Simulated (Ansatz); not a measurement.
Crystal: HfIn4SiO6.

```xyz
12
Lattice="2.7159 -4.7036 0.0083 2.7159 4.7036 0.0083 -1.8792 0.0000 7.4013" Properties=species:S:1:pos:R:3 pbc="T T T"
Hf    2.7159   -2.7125    0.0083
In    1.7763   -1.1453    3.7090
In    2.7159    0.4231    0.0083
In    1.7763    2.0313    3.7090
In    1.7763   -4.3098    3.7090
Si    2.7159    3.5589    0.0083
O    -1.1497    0.2444    6.4159
O     4.7022    0.2444    1.0021
O     1.9910   -1.2091    6.4253
O     1.5616   -1.2091    0.9927
O     1.8741    2.2355    0.9933
O     1.6785    2.2355    6.4246
```

The cell was built by a generator and needn't be a form met in nature.

Base run:

* Program: Ansatz 0.2.0
* Functional: PBE
* Potentials or basis: Ansatz PAW
* Cutoff: 420 eV (not typed: the program's choice for these potentials)
* k mesh: 6 × 6 × 4
* Occupations: fermi-dirac, width 0.05 eV
* Spin: no spin polarisation

Its results: band gap on the k mesh none (metal or under the smearing width); pressure 0.0 GPa; largest force 0.013 eV/Å.

Task: The run is repeated on the same cell with these changes: functional from PBE to revPBE. What comes out?

Result: Band gap on the k mesh none (metal or under the smearing width); pressure 2.3 GPa; largest force 0.112 eV/Å.

revPBE binds less tightly than PBE, so the same cell stands under more pressure.

Caveats: spin-orbit coupling is left out, which moves the levels of the heavy elements; the PAW data sets come from PBE, with cores solved anew for the run's functional, which leaves a small shift of forces and pressure (some runs).
